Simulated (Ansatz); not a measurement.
# ClF₂HHfS: one species, many methods

One table from this session's results is given with a row withheld; the runs are named, their logs left out.

Method: functionals in def2-TZVPP, the program's frozen cores in correlated methods; program: Ansatz 0.2.0, Gaussian basis.

Plan: LDA (SPW92), PBE-D4, revPBE-D4, BLYP-D4, r2SCAN-D4, B97M-V, PBE0-D4, B3LYP-D4, r2SCANh-D4, r2SCAN0-D4, HSE06-D4, BHLYP-D4, CAM-B3LYP-D4, LC-ωPBE, ωB97X-V, ωB97M-V, B2PLYP, PBE-QIDH; CCSD(T)/def2-SVP; CCSD(T)/def2-TZVPP; CCSD(T)/def2-QZVPP; extrapolation to the limit; RPA on PBE.

### Structure used throughout

All runs share one geometry, relaxed beforehand with PBE0-D4 in a triple-zeta def2 set. Hf takes the def2 core potential; no spin-orbit term is included.

SMILES `[F][Hf]([F])([SH])[Cl]`, 6 atoms, charge 0, spin multiplicity 1.

Atoms are counted from 1 here; the program's logs count them from 0.

Bond lengths: F1–Hf2 1.890 Å, Hf2–F3 1.887 Å, Hf2–S4 2.430 Å, Hf2–Cl5 2.338 Å, S4–H6 1.348 Å. Angles: F1–Hf2–F3 111.8°, F1–Hf2–S4 108.3°, F1–Hf2–Cl5 108.7°, F3–Hf2–S4 106.9°, F3–Hf2–Cl5 110.4°, S4–Hf2–Cl5 110.8°, Hf2–S4–H6 90.7°.

The first run:

in.yaml reads:

```yaml
crystal:
  periodic: [false, false, false]
  atoms:
    - {symbol: F, position_ang: [-0.570761, -1.671463, -0.919954]}
    - {symbol: Hf, position_ang: [0.396322, -0.147022, -0.361564]}
    - {symbol: F, position_ang: [2.241007, -0.509488, -0.195749]}
    - {symbol: S, position_ang: [-0.398743, 0.495421, 1.843324]}
    - {symbol: Cl, position_ang: [0.040000, 1.572650, -1.904927]}
    - {symbol: H, position_ang: [-1.665726, 0.196001, 1.492671]}
basis:
  gaussian: {orbitals: def2-TZVPP}
hamiltonian: {xc: lda}
output: {orbitals: {seedname: orbitals}}
```

On the command line:

```sh
$ ansatz run in.yaml --threads 2 --pin off --events-out ev --progress --plain --max-ram 22528MiB --backend cpu
```

Steps of the session up to this table: LDA; PBE-D4 (GGA); revPBE-D4 (GGA); BLYP-D4 (GGA); r2SCAN-D4 (meta-GGA); B97M-V (meta-GGA); PBE0-D4 (hybrid); B3LYP-D4 (hybrid); r2SCANh-D4 (hybrid); r2SCAN0-D4 (hybrid); HSE06-D4 (hybrid); BHLYP-D4 (hybrid); CAM-B3LYP-D4 (range-separated); LC-ωPBE (range-separated); ωB97X-V (range-separated); ωB97M-V (range-separated); B2PLYP (double hybrid); PBE-QIDH (double hybrid).

One of the session's tables, all rows but one given; the rest of the session is left out.

It belongs to the step «Orbital energies across the functionals». 

| functional | HOMO (eV) | LUMO (eV) | gap (eV) |
| --- | --- | --- | --- |
| LDA (SPW92) | -7.18 | -2.74 | 4.44 |
| PBE-D4 | -7.00 | -2.46 | 4.55 |
| revPBE-D4 | -6.94 | -2.35 | 4.59 |
| BLYP-D4 | -6.82 | -2.34 | 4.49 |
| r2SCAN-D4 | -7.32 | -2.26 | 5.05 |
| B97M-V | -7.35 | -2.22 | 5.13 |
| PBE0-D4 | -8.24 | -1.59 | 6.66 |
| B3LYP-D4 | -7.98 | -1.82 | 6.16 |
| r2SCANh-D4 | -7.77 | -1.95 | 5.82 |
| r2SCAN0-D4 | -8.45 | -1.46 | 6.99 |
| HSE06-D4 | -7.84 | -1.97 | 5.88 |
| BHLYP-D4 | -9.31 | -0.58 | 8.73 |
| CAM-B3LYP-D4 | -9.53 | -0.45 | 9.08 |
| LC-ωPBE | ? | ? | ? |
| ωB97X-V | -10.55 | 0.68 | 11.23 |
| ωB97M-V | -10.38 | 0.51 | 10.90 |

**Question.** Estimate the row for LC-ωPBE.

As computed: HOMO (eV): -10.93; LUMO (eV): 0.79; gap (eV): 11.72. In the column «HOMO (eV)» it is the lowest.
